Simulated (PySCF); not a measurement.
# C4H4Na3O7: the cost of one run

The runs use PySCF 2.14.0, with density-fitted response routines of our own; the level of theory stands in each step. All values are computed, except where a source is named. Atoms count from 0, in the outputs and in this text.

## Step 1: The molecule as given

18 atoms, charge 1, multiplicity 1; geometry from: GFN2-xTB.

Bonds of the start (Å): O1–C2 1.20, C2–C3 1.54, C3–O4 1.22, C3–O5 1.27, O6–C7 1.20, C7–C8 1.53, C8–O9 1.25, C8–O10 1.24, O0–H14 0.97, O0–H15 0.96, C2–H16 1.10, C7–H17 1.11.

## Step 2: Relaxing the molecule at PBE0-D3(BJ)/def2-SVP

Job settings and geometry (Å):

```
{"job": {"xc": "PBE0", "basis": "def2-SVP", "d3": "d3bj", "grid": 2, "kind": "geom"}, "charge": 1, "multiplicity": 1}
O      0.337840     1.784180    -2.727310
O      1.163070    -2.602010     1.975860
C      1.951340    -2.272980     1.126400
C      1.541550    -1.244010     0.059020
O      2.400270    -0.698210    -0.619220
O      0.295600    -1.024170     0.028200
O      1.023520     1.635760     0.144910
C      0.175200     1.065530     0.776810
C     -1.269050     0.879230     0.310600
O     -2.018530     0.168220     1.010430
O     -1.616640     1.456600    -0.736110
Na     1.831100     0.939080    -1.589670
Na    -0.781990    -1.720050     1.575650
Na    -3.534060     1.005810    -0.415640
H     -0.363680     1.832210    -2.054680
H     -0.019320     2.269060    -3.479880
H      2.978760    -2.667360     1.082580
H      0.334260     0.737800     1.823400
```

**Question.** How long does this first job take on 8 threads of Arm Neoverse N1, shared host?

About 22 min.
